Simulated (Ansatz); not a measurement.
# AlClGa2H5N: up Jacob's ladder to CCSD(T)

How much do the methods differ for AlClGa2H5N? The plan is to run it at one geometry with functionals of several rungs and with coupled cluster, and see how far each lands from CCSD(T) at the basis-set limit for the atomisation energy.

Program: Ansatz 0.2.0, Gaussian basis. Level of theory: functionals in def2-TZVPP, the program's frozen cores in correlated methods. These are calculated values, not measurements.

Levels to be run: LDA (SPW92), PBE-D4, revPBE-D4, BLYP-D4, r2SCAN-D4, B97M-V, PBE0-D4, B3LYP-D4, r2SCANh-D4, r2SCAN0-D4, HSE06-D4, BHLYP-D4, CAM-B3LYP-D4, LC-ωPBE, ωB97X-V, ωB97M-V, B2PLYP, PBE-QIDH; CCSD(T)/def2-SVP; CCSD(T)/def2-TZVPP; MP2/def2-QZVPP; extrapolation to the limit; RPA on PBE.

### 1 Structure used throughout

All runs share one geometry, relaxed beforehand with PBE0-D4 in a triple-zeta def2 set.

SMILES `[AlH2][NH][Ga]([Cl])[GaH2]`, 10 atoms, charge 0, spin multiplicity 1.

Atoms are counted from 1 here; the program's logs count them from 0.

Bond lengths: Al1–N2 1.754 Å, Al1–H6 1.573 Å, Al1–H7 1.643 Å, N2–Ga3 1.877 Å, N2–H8 1.010 Å, Ga3–Cl4 2.158 Å, Ga3–Ga5 2.459 Å, Ga5–H9 1.568 Å, Ga5–H10 1.568 Å. Angles: N2–Al1–H6 132.0°, N2–Al1–H7 111.7°, H6–Al1–H7 116.2°, Al1–N2–Ga3 111.1°, Al1–N2–H8 127.0°, Ga3–N2–H8 121.8°, N2–Ga3–Cl4 113.3°, N2–Ga3–Ga5 103.7°, Cl4–Ga3–Ga5 143.1°, Ga3–Ga5–H9 118.6°, Ga3–Ga5–H10 118.6°, H9–Ga5–H10 121.8°.

Coordinates:

```xyz
10
AlClGa2H5N
Al   -1.58190    0.08924    0.53598
N    -0.87554   -1.27968   -0.30292
Ga    0.92532   -0.96001   -0.72271
Cl    1.86405   -2.60412   -1.75808
Ga    1.33725    1.29583    0.16526
H    -3.02568    0.34530    1.10443
H    -0.49428    1.30346    0.74242
H    -1.33462   -2.14530   -0.54970
H     1.96891    1.43608    1.59379
H     1.21650    2.51921   -0.80847
```

### 2 LDA

This LDA is Slater exchange with PW92 correlation.

in.yaml reads:

```yaml
crystal:
  periodic: [false, false, false]
  atoms:
    - {symbol: Al, position_ang: [-1.581898, 0.089237, 0.535979]}
    - {symbol: N, position_ang: [-0.875537, -1.279683, -0.302919]}
    - {symbol: Ga, position_ang: [0.925320, -0.960010, -0.722709]}
    - {symbol: Cl, position_ang: [1.864046, -2.604123, -1.758080]}
    - {symbol: Ga, position_ang: [1.337249, 1.295832, 0.165264]}
    - {symbol: H, position_ang: [-3.025684, 0.345295, 1.104428]}
    - {symbol: H, position_ang: [-0.494279, 1.303464, 0.742420]}
    - {symbol: H, position_ang: [-1.334625, -2.145299, -0.549702]}
    - {symbol: H, position_ang: [1.968911, 1.436079, 1.593792]}
    - {symbol: H, position_ang: [1.216497, 2.519208, -0.808473]}
basis:
  gaussian: {orbitals: def2-TZVPP}
hamiltonian: {xc: lda}
output: {orbitals: {seedname: orbitals}}
```

The run is started by

```
$ ansatz run in.yaml --threads 2 --pin off --events-out ev --progress --plain --max-ram 32768MiB --backend cuda --devices 0, --max-vram 18GiB
```

Further steps of the session: PBE-D4 (GGA); revPBE-D4 (GGA); BLYP-D4 (GGA); r2SCAN-D4 (meta-GGA); B97M-V (meta-GGA); B3LYP-D4 (hybrid); r2SCANh-D4 (hybrid); r2SCAN0-D4 (hybrid); HSE06-D4 (hybrid); BHLYP-D4 (hybrid); CAM-B3LYP-D4 (range-separated); LC-ωPBE (range-separated); ωB97X-V (range-separated); ωB97M-V (range-separated); B2PLYP (double hybrid); PBE-QIDH (double hybrid); CCSD(T) in def2-SVP; CCSD(T) in def2-TZVPP; MP2 in def2-QZVPP; RPA on PBE orbitals.

Q: Predict the results of all the runs planned. Wanted: atomisation energy, CCSD(T)/CBS; farthest beyond LDA; mean size of error, GGA; mean size of error, meta-GGA; mean size of error, hybrid; mean size of error, range-separated; mean size of error, double hybrid; gap, smallest and largest; T1 diagnostic.

**Answer**, as computed:

| quantity | value |
| --- | --- |
| atomisation energy, CCSD(T)/CBS | 2736.3 kJ/mol |
| functionals within 27.4 kJ/mol (1.0 %) | PBE-D4, r2SCAN-D4, B97M-V, r2SCANh-D4, ωB97X-V |
| farthest beyond LDA | BHLYP-D4 (-99.3 kJ/mol) |
| mean size of error, GGA | 66.8 kJ/mol |
| mean size of error, meta-GGA | 13.7 kJ/mol |
| mean size of error, hybrid | 54.2 kJ/mol |
| mean size of error, range-separated | 24.1 kJ/mol |
| mean size of error, double hybrid | 55.6 kJ/mol |
| gap, smallest and largest | 3.84 eV (LDA (SPW92)), 10.21 eV (LC-ωPBE) |
| T1 diagnostic | 0.0138 |
| triples share of the correlation energy | 4.1 % |

**Reading.** LDA overbinds by 343.6 kJ/mol (13 %). PBE-D4 misses by -25.9 kJ/mol. Double hybrids carry the basis error of their MP2 part in triple zeta, and no dispersion term here, so their miss is partly the set-up's. The rungs meta-GGA, range-separated miss on average by less than the doubt on the reference (27.4 kJ/mol), so they tie. Misses under about 27.4 kJ/mol are within the doubt on the reference itself, which lacks core-valence correlation, relativity and higher excitations, and its outer-core shells are covered unevenly. Hartree-Fock recovers 70 % of the binding; the rest is correlation. CCSD(T) in def2-SVP is off by -202.6 kJ/mol, more than most functionals: a good method in a small basis is no reference. The gap grows from 3.8 to 10.2 eV across the functionals, mostly with the share of exact exchange. Correlated methods include outer-core shells of Ga, which these sets cover unevenly.
